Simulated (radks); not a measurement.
# Polarisabilities and dispersion coefficients of Cd, In⁺, Sn²⁺ and others

Aim: static dipole polarisabilities and C6 coefficients, each species in its NIST ground configuration. After each ground state the linear response is solved; its values go to the run's result record, not to the log. Response by self-consistent Sternheimer equations with the Hartree and adiabatic LDA kernel, the relativistic mass of each level held fixed and spin-orbit coupling left out.

Program: radks (a radial shooting solver on a logarithmic mesh, Libxc functionals) version 1. Level of theory: scalar-relativistic Kohn-Sham, LDA (Slater exchange, VWN5 correlation), spin-polarised, spherical densities, finite nucleus. These are calculated values, not measurements, unless marked.

## (1) What is computed

| Property | Result |
| --- | --- |
| species | Cd ([Kr] 4d10 5s2), In⁺ ([Kr] 4d10 5s2), Sn²⁺ ([Kr] 4d10 5s2), Sb³⁺ ([Kr] 4d10 5s2), Te⁴⁺ ([Kr] 4d10 5s2), I⁵⁺ ([Kr] 4d10 5s2), Xe⁶⁺ ([Kr] 4d10 5s2), Cs⁷⁺ ([Kr] 4d10 5s2), Ba⁸⁺ ([Kr] 4d10 5s2) |

## (2) Cd, [Kr] 4d10 5s2

Settings of this run:

```text
Z 48
configuration [Kr] 4d10 5s2
relativity scalar-relativistic
functional lda,vwn5
spin polarised
nucleus finite rms 4.6087 fm
c 137.035999084
response adiabatic LDA kernel
```

## (3) In⁺, [Kr] 4d10 5s2

Settings of this run:

```text
Z 49
configuration [Kr] 4d10 5s2
relativity scalar-relativistic
functional lda,vwn5
spin polarised
nucleus finite rms 4.6156 fm
c 137.035999084
response adiabatic LDA kernel
```

## (4) Sn²⁺, [Kr] 4d10 5s2

Settings of this run:

```text
Z 50
configuration [Kr] 4d10 5s2
relativity scalar-relativistic
functional lda,vwn5
spin polarised
nucleus finite rms 4.6519 fm
c 137.035999084
response adiabatic LDA kernel
```

## (5) Sb³⁺, [Kr] 4d10 5s2

Settings of this run:

```text
Z 51
configuration [Kr] 4d10 5s2
relativity scalar-relativistic
functional lda,vwn5
spin polarised
nucleus finite rms 4.6802 fm
c 137.035999084
response adiabatic LDA kernel
```

## (6) Te⁴⁺, [Kr] 4d10 5s2

Settings of this run:

```text
Z 52
configuration [Kr] 4d10 5s2
relativity scalar-relativistic
functional lda,vwn5
spin polarised
nucleus finite rms 4.7423 fm
c 137.035999084
response adiabatic LDA kernel
```

## (7) I⁵⁺, [Kr] 4d10 5s2

Settings of this run:

```text
Z 53
configuration [Kr] 4d10 5s2
relativity scalar-relativistic
functional lda,vwn5
spin polarised
nucleus finite rms 4.75 fm
c 137.035999084
response adiabatic LDA kernel
```

## (8) Xe⁶⁺, [Kr] 4d10 5s2

Settings of this run:

```text
Z 54
configuration [Kr] 4d10 5s2
relativity scalar-relativistic
functional lda,vwn5
spin polarised
nucleus finite rms 4.7859 fm
c 137.035999084
response adiabatic LDA kernel
```

## (9) Cs⁷⁺, [Kr] 4d10 5s2

Settings of this run:

```text
Z 55
configuration [Kr] 4d10 5s2
relativity scalar-relativistic
functional lda,vwn5
spin polarised
nucleus finite rms 4.8041 fm
c 137.035999084
response adiabatic LDA kernel
```

## (10) Ba⁸⁺, [Kr] 4d10 5s2

Settings of this run:

```text
Z 56
configuration [Kr] 4d10 5s2
relativity scalar-relativistic
functional lda,vwn5
spin polarised
nucleus finite rms 4.8378 fm
c 137.035999084
response adiabatic LDA kernel
```

**Question.** What will these runs give? Wanted: for each run, species; −ε(HOMO); α; α uncoupled; C6; C8; recommended α.

The runs gave:

```
species  −ε(HOMO) (eV)  α (bohr³)  α uncoupled (bohr³)  C6 (hartree bohr⁶)  C8 (hartree bohr⁸)  recommended α (bohr³)
     Cd          5.955      44.66                84.75               395.5               19522                     46
    In⁺         15.303      22.76                43.77               155.4                4654                      -
   Sn²⁺         26.532      14.37                27.31               80.62                1744                      -
   Sb³⁺         39.397      10.01                18.74               47.79               807.8                      -
   Te⁴⁺         53.775      7.400                13.64               30.70               424.8                      -
    I⁵⁺         69.587      5.690                10.34               20.85               243.1                      -
   Xe⁶⁺         86.783      4.502                8.081               14.74               148.0                      -
   Cs⁷⁺         105.33      3.640                6.459               10.75               94.42                      -
   Ba⁸⁺         125.20      2.995                5.258               8.039               62.51                      -
```

What this shows: Uncoupled leaves out the potential induced by the response; C6 and C8 are for like pairs. Cd is the most polarisable and Ba⁸⁺ the least, a factor 14.9 apart. For the pair Cd–Ba⁸⁺ the Casimir-Polder integral gives C6 = 47.03, the rule 2·Ca·Cb/(Ca·αb/αa + Cb·αa/αb) on the like-pair values 43.44. Against the recommended values (Schwerdtfeger and Nagle, 2023 table) the misses are Cd -3 %. C8 is given only where no p, d or f shell is open. For heavy and open-shell atoms this level can miss by tens of per cent.
